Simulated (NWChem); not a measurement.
# GaBrClF (SMILES [F][Ga]([Cl])[Br]) at CAM-B3LYP-D3(BJ)/SBKJC-VDZ (core potential), part 2 of 2

NWChem 7.3.0.

## (3) The triplet

Contents of nw.nw:

```
start nw
title "BrClFGa"
memory 2200 mb

geometry units au noautosym
F     -2.20852292    -1.20904677     2.32587491
Ga    -0.06141610    -0.07426624     0.12339912
Cl     3.76112191    -1.09056095     0.58600407
Br    -1.49099391     2.37406293    -3.03527810
end

basis spherical bse
* library SBKJC-VDZ
end

ecp bse
F library SBKJC-VDZ
Ga library SBKJC-VDZ
Cl library SBKJC-VDZ
Br library SBKJC-VDZ
end

dft
xc xcamb88 1.00 lyp 0.81 vwn_5 0.19 hfexch 1.00
cam 0.33 cam_alpha 0.19 cam_beta 0.46
mult 3
disp vdw 4
grid xfine
direct
iterations 150
noprint "final vectors analysis"
end

driver
maxiter 30
xyz nw
end

task dft optimize
```

On the command line:

```bash
nwchem nw.nw > nw.out
```

The program printed:

```text
Northwest Computational Chemistry Package (NWChem) 7.3.0
             --------------------------------------------------------

           Job information
           ---------------

    nwchem branch   = 7.3.0
    use scalapack   = T
    input           = nw.nw
    prefix          = nw.
    data base       = ./nw.db
    status          = startup
    nproc           =        1

           Memory information
           ------------------

    heap     =     72089594 doubles =      550.0 Mbytes
    stack    =     72089599 doubles =      550.0 Mbytes
    global   =    144179200 doubles =     1100.0 Mbytes (distinct from heap & stack)
    total    =    288358393 doubles =     2200.0 Mbytes
    verify   = yes
    hardfail = no

           Directory information
           ---------------------

  0 permanent = .
  0 scratch   = .

                                NWChem Input Module
                                -------------------

                                      BrClFGa
                                      -------

          ------
          auto-z
          ------
  Looking for out-of-plane bends
  no constraints, skipping    0.0000000000000000
  no constraints, skipping    0.0000000000000000

                             Geometry "geometry" -> ""
                             -------------------------

 Output coordinates in a.u. (scale by  1.000000000 to convert to a.u.)

  No.       Tag          Charge          X              Y              Z
 ---- ---------------- ---------- -------------- -------------- --------------
    1 F                    9.0000    -2.09954118    -1.76740538     3.10320553
    2 Ga                  31.0000     0.04756564    -0.63262485     0.90072974
    3 Cl                  17.0000     3.87010365    -1.64891956     1.36333469
    4 Br                  35.0000    -1.38201217     1.81570432    -2.25794748

      Atomic Mass
      -----------

      F                 18.998400
      Ga                68.925700
      Cl                34.968850
      Br                79.916500

 Effective nuclear repulsion energy (a.u.)     628.1759679487

            Nuclear Dipole moment (a.u.)
            ----------------------------
        X                 Y               Z
 ---------------- ---------------- ----------------
     0.0000000000    -0.0000000000    -0.0000000000

                                Z-matrix (autoz)
                                --------

 Units are Angstrom for bonds and degrees for angles

      Type          Name      I     J     K     L     M      Value
      ----------- --------  ----- ----- ----- ----- ----- ----------
    1 Stretch                  1     2                       1.73492
    2 Stretch                  2     3                       2.10734
    3 Stretch                  2     4                       2.24606
    4 Bend                     1     2     3               117.53289
    5 Bend                     1     2     4               118.62132
    6 Bend                     3     2     4               123.84579
    7 Torsion                  1     2     3     4        -179.99870
    8 Torsion                  1     2     4     3         179.99869
    9 Torsion                  3     2     1     4         179.99877
   10 Torsion                  1     4     2     3        -179.99869
   11 Torsion                  3     1     2     4        -179.99877
   12 Torsion                  1     3     2     4         179.99870

            XYZ format geometry
            -------------------
     4
 geometry
 F                    -1.11102943    -0.93527072     1.64214577
 Ga                    0.02517065    -0.33477068     0.47664569
 Cl                    2.04797080    -0.87257072     0.72144570
 Br                   -0.73132940     0.96082942    -1.19485443

 ==============================================================================
                                internuclear distances
 ------------------------------------------------------------------------------
       center one      |      center two      | atomic units |       a.u.
 ------------------------------------------------------------------------------
    2 Ga               |   1 F                |     3.27852  |     3.27852
    3 Cl               |   2 Ga               |     3.98229  |     3.98229
    4 Br               |   2 Ga               |     4.24444  |     4.24444
 ------------------------------------------------------------------------------
                         number of included internuclear distances:          3
 ==============================================================================

 ==============================================================================
                                 internuclear angles
 ------------------------------------------------------------------------------
        center 1       |       center 2       |       center 3       |  degrees
 ------------------------------------------------------------------------------
    1 F                |   2 Ga               |   3 Cl               |   117.53
    1 F                |   2 Ga               |   4 Br               |   118.62
    3 Cl               |   2 Ga               |   4 Br               |   123.85
 ------------------------------------------------------------------------------
                            number of included internuclear angles:          3
 ==============================================================================

[... 127 lines left out ...]
          Convergence on gradient requested:  5.00D-04
[... 90 lines left out ...]
   convergence    iter        energy       DeltaE   RMS-Dens  Diis-err    time
[... 110 lines left out ...]
          Convergence on gradient requested:  5.00D-04
[... 138 lines left out ...]
          Convergence on density requested:  1.00D-05
[... 87 lines left out ...]
      One electron energy =     -814.691964444497
[... 140 lines left out ...]
          Convergence on density requested:  1.00D-05
[... 87 lines left out ...]
      One electron energy =     -801.497944887399
[... 111 lines left out ...]
          Convergence Information
[... 139 lines left out ...]
          Convergence Information
[... 58 lines left out ...]
 Nuclear repulsion energy =      124.404164871466
[... 169 lines left out ...]
          Convergence Information
[... 58 lines left out ...]
 Nuclear repulsion energy =      121.136865406127
[... 163 lines left out ...]
@    2    -310.70273734 -1.4D-02  0.02116  0.00925  0.14914  0.30261    309.3
[... 131 lines left out ...]
   convergence    iter        energy       DeltaE   RMS-Dens  Diis-err    time
[... 110 lines left out ...]
            Nuclear Dipole moment (a.u.)
[... 117 lines left out ...]
   convergence    iter        energy       DeltaE   RMS-Dens  Diis-err    time
[... 89 lines left out ...]
          Convergence on gradient requested:  5.00D-04
[... 139 lines left out ...]
          Convergence on gradient requested:  5.00D-04
[... 87 lines left out ...]
           Coulomb energy =      389.207892936972
[... 140 lines left out ...]
          Convergence on gradient requested:  5.00D-04
[... 87 lines left out ...]
           Coulomb energy =      389.313079444136
[... 112 lines left out ...]
          Convergence aids based upon iterative change in
[... 144 lines left out ...]
          Convergence aids based upon iterative change in
[... 166 lines left out ...]
     step= 1.00 grad=-3.9D-03 hess= 2.3D-03 energy=   -310.716000 mode=downhill
[... 109 lines left out ...]
          Convergence aids based upon iterative change in
[... 148 lines left out ...]
          Convergence on energy requested:  1.00D-06
[... 139 lines left out ...]
          Convergence on energy requested:  1.00D-06
[... 103 lines left out ...]
         Total DFT energy =     -310.716361290515
[... 140 lines left out ...]
          Convergence on energy requested:  1.00D-06
[... 103 lines left out ...]
         Total DFT energy =     -310.716588370873
[... 110 lines left out ...]
          Spatial weights used:  Erf1
[... 143 lines left out ...]
          Spatial weights used:  Erf1
[... 75 lines left out ...]
    Exchange-Corr. energy =      -32.824769402252
[... 168 lines left out ...]
          Spatial weights used:  Erf1
[... 75 lines left out ...]
    Exchange-Corr. energy =      -32.826360642525
[... 112 lines left out ...]
          total energy or number of iterations.
[... 138 lines left out ...]
          total energy or number of iterations.
[... 134 lines left out ...]
 new step= 1.26                   predicted energy=   -310.716872
[... 105 lines left out ...]
          total energy or number of iterations.
[... 136 lines left out ...]
          Convergence on density requested:  1.00D-05
[... 140 lines left out ...]
          Convergence on density requested:  1.00D-05
[... 91 lines left out ...]
      One electron energy =     -781.499992503304
[... 119 lines left out ...]
         Total DFT energy =   -310.716873941553
[... 104 lines left out ...]
@    9    -310.71687394 -2.6D-06  0.00041  0.00015  0.00345  0.00742    567.2
[... 132 lines left out ...]
   convergence    iter        energy       DeltaE   RMS-Dens  Diis-err    time
[... 111 lines left out ...]
            Nuclear Dipole moment (a.u.)
[... 117 lines left out ...]
   convergence    iter        energy       DeltaE   RMS-Dens  Diis-err    time
[... 90 lines left out ...]
          Convergence on gradient requested:  5.00D-04
[... 139 lines left out ...]
          Convergence on gradient requested:  5.00D-04
[... 86 lines left out ...]
           Coulomb energy =      386.339484756873
[... 134 lines left out ...]
          Convergence on energy requested:  1.00D-06
[... 139 lines left out ...]
          Convergence on energy requested:  1.00D-06
[... 86 lines left out ...]
         Total DFT energy =     -310.716880376115
[... 117 lines left out ...]
  The DFT is already converged
[... 54 lines left out ...]
          total energy or number of iterations.
[... 5 lines left out ...]
                    Damping( 0%)  Levelshifting(0.5)       DIIS
                  --------------- ------------------- ---------------
          dE  on:    start            ASAP                start
          dE off:    2 iters        150 iters           150 iters

      Screening Tolerance Information
      -------------------------------
          Density screening/tol_rho:  1.00D-10
          AO Gaussian exp screening on grid/accAOfunc:  14
          CD Gaussian exp screening on grid/accCDfunc:  20
          XC Gaussian exp screening on grid/accXCfunc:  20
          Schwarz screening/accCoul:  1.00D-08

  int_init: cando_txs set to always be  F
  intd_init: cando_txs set to always be  F

                            NWChem DFT Gradient Module
                            --------------------------

                                      BrClFGa

  charge          =   0.00
  wavefunction    = open shell

  int_init: cando_txs set to always be  F
  intd_init: cando_txs set to always be  F

                         DFT ENERGY GRADIENTS

    atom               coordinates                        gradient
                 x          y          z           x          y          z
   1 F      -1.927746  -2.226147   3.721832    0.000028   0.000003  -0.000013
   2 Ga      0.252313  -1.053507   1.450930   -0.000055  -0.000013   0.000039
   3 Cl      4.281630  -2.088668   1.891229    0.000012   0.000008  -0.000017
   4 Br     -2.170081   3.135075  -3.954668    0.000015   0.000002  -0.000008

                 ----------------------------------------
                 |  Time  |  1-e(secs)   |  2-e(secs)   |
                 ----------------------------------------
                 |  CPU   |       0.13   |       3.75   |
                 ----------------------------------------
                 |  WALL  |       0.13   |       3.75   |
                 ----------------------------------------
  no constraints, skipping    0.0000000000000000

  ---- ---------------- -------- -------- -------- -------- -------- --------
@   12    -310.71688038 -2.2D-08  0.00004  0.00002  0.00039  0.00062    609.1
                                     ok       ok       ok       ok

                                Z-matrix (autoz)
                                --------

 Units are Angstrom for bonds and degrees for angles

      Type          Name      I     J     K     L     M      Value     Gradient
      ----------- --------  ----- ----- ----- ----- ----- ---------- ----------
    1 Stretch                  1     2                       1.77765   -0.00003
    2 Stretch                  2     3                       2.21376    0.00001
    3 Stretch                  2     4                       3.83910    0.00000
[... 8 lines of this table left out ...]
   12 Torsion                  1     3     2     4         179.87653    0.00000

      ----------------------
      Optimization converged
      ----------------------

  ---- ---------------- -------- -------- -------- -------- -------- --------
@   12    -310.71688038 -2.2D-08  0.00004  0.00002  0.00039  0.00062    609.1
                                     ok       ok       ok       ok

                                Z-matrix (autoz)
                                --------

 Units are Angstrom for bonds and degrees for angles

      Type          Name      I     J     K     L     M      Value     Gradient
      ----------- --------  ----- ----- ----- ----- ----- ---------- ----------
    1 Stretch                  1     2                       1.77765   -0.00003
    2 Stretch                  2     3                       2.21376    0.00001
    3 Stretch                  2     4                       3.83910    0.00000
[... 8 lines of this table left out ...]
   12 Torsion                  1     3     2     4         179.87653    0.00000

                         Geometry "geometry" -> "geometry"
                         ---------------------------------

 Output coordinates in a.u. (scale by  1.000000000 to convert to a.u.)

  No.       Tag          Charge          X              Y              Z
 ---- ---------------- ---------- -------------- -------------- --------------
    1 F                    9.0000    -1.92774586    -2.22614679     3.72183156
    2 Ga                  31.0000     0.25231280    -1.05350657     1.45092985
    3 Cl                  17.0000     4.28163040    -2.08866750     1.89122889
    4 Br                  35.0000    -2.17008141     3.13507540    -3.95466781

      Atomic Mass
      -----------

      F                 18.998400
      Ga                68.925700
      Cl                34.968850
      Br                79.916500

 Effective nuclear repulsion energy (a.u.)     474.4454195359

            Nuclear Dipole moment (a.u.)
            ----------------------------
        X                 Y               Z
 ---------------- ---------------- ----------------
   -12.6931485836    21.5262666313   -27.7871726659

                Final and change from initial internal coordinates
                --------------------------------------------------

                                Z-matrix (autoz)
                                --------

 Units are Angstrom for bonds and degrees for angles

      Type          Name      I     J     K     L     M      Value       Change
      ----------- --------  ----- ----- ----- ----- ----- ---------- ----------
    1 Stretch                  1     2                       1.77765    0.04273
    2 Stretch                  2     3                       2.21376    0.10642
    3 Stretch                  2     4                       3.83910    1.59304
[... 8 lines of this table left out ...]
   12 Torsion                  1     3     2     4         179.87653   -0.12217

 ==============================================================================
                                internuclear distances
 ------------------------------------------------------------------------------
       center one      |      center two      | atomic units |       a.u.
 ------------------------------------------------------------------------------
    2 Ga               |   1 F                |     3.35928  |     3.35928
    3 Cl               |   2 Ga               |     4.18340  |     4.18340
 ------------------------------------------------------------------------------
                         number of included internuclear distances:          2
 ==============================================================================

 ==============================================================================
                                 internuclear angles
 ------------------------------------------------------------------------------
        center 1       |       center 2       |       center 3       |  degrees
 ------------------------------------------------------------------------------
    1 F                |   2 Ga               |   3 Cl               |   117.87
 ------------------------------------------------------------------------------
                            number of included internuclear angles:          1
 ==============================================================================

 Task  times  cpu:      609.1s     wall:      609.1s
 Total times  cpu:      609.1s     wall:      609.1s
```

It took 10 min on 1 thread of Intel Xeon Platinum 8375C at 2.90GHz (Ice Lake), shared host; peak memory 0.15 GiB.

Step by step:

```csv
step,energy from the first frame kept (eV)
0,0.0000
1,-1.3774
2,-1.7638
3,-1.9490
4,-2.0806
5,-2.1271
6,-2.1407
7,-2.1477
8,-2.1484
9,-2.1485
10,-2.1486
11,-2.1487
12,-2.1487
```

After the run. Bond lengths: F1–Ga2 1.778 Å, Ga2–Cl3 2.214 Å. Angles: F1–Ga2–Cl3 117.9°.

## (4) Outcome

What follows sums up all 2 parts.

Level: CAM-B3LYP-D3(BJ)/SBKJC-VDZ (core potential).

| quantity | value |
| --- | --- |
| first shape: total energy at the end | -310.83207 Eh |
| first shape: dipole moment | 1.10 D |
| first shape: dispersion energy | -9.36 kJ/mol |
| triplet: total energy at the end | -310.71688 Eh |
| triplet: dipole moment | 3.22 D |
| triplet: dispersion energy | -7.81 kJ/mol |
| triplet: ⟨S²⟩ | 2.005 |
| adiabatic energy of the triplet above the singlet (no zero-point term) | 3.135 eV |

What this shows: The adiabatic energy of the triplet above the singlet (no zero-point term) is 3.13 eV (72 kcal/mol). The second species lost a bond as it relaxed, so this leads to another structure. The optimisation (first shape) took 5 steps and changed the energy by -0.164 eV. The optimisation (triplet) took 13 steps and changed the energy by -2.149 eV. Bonds broke or formed on the way.
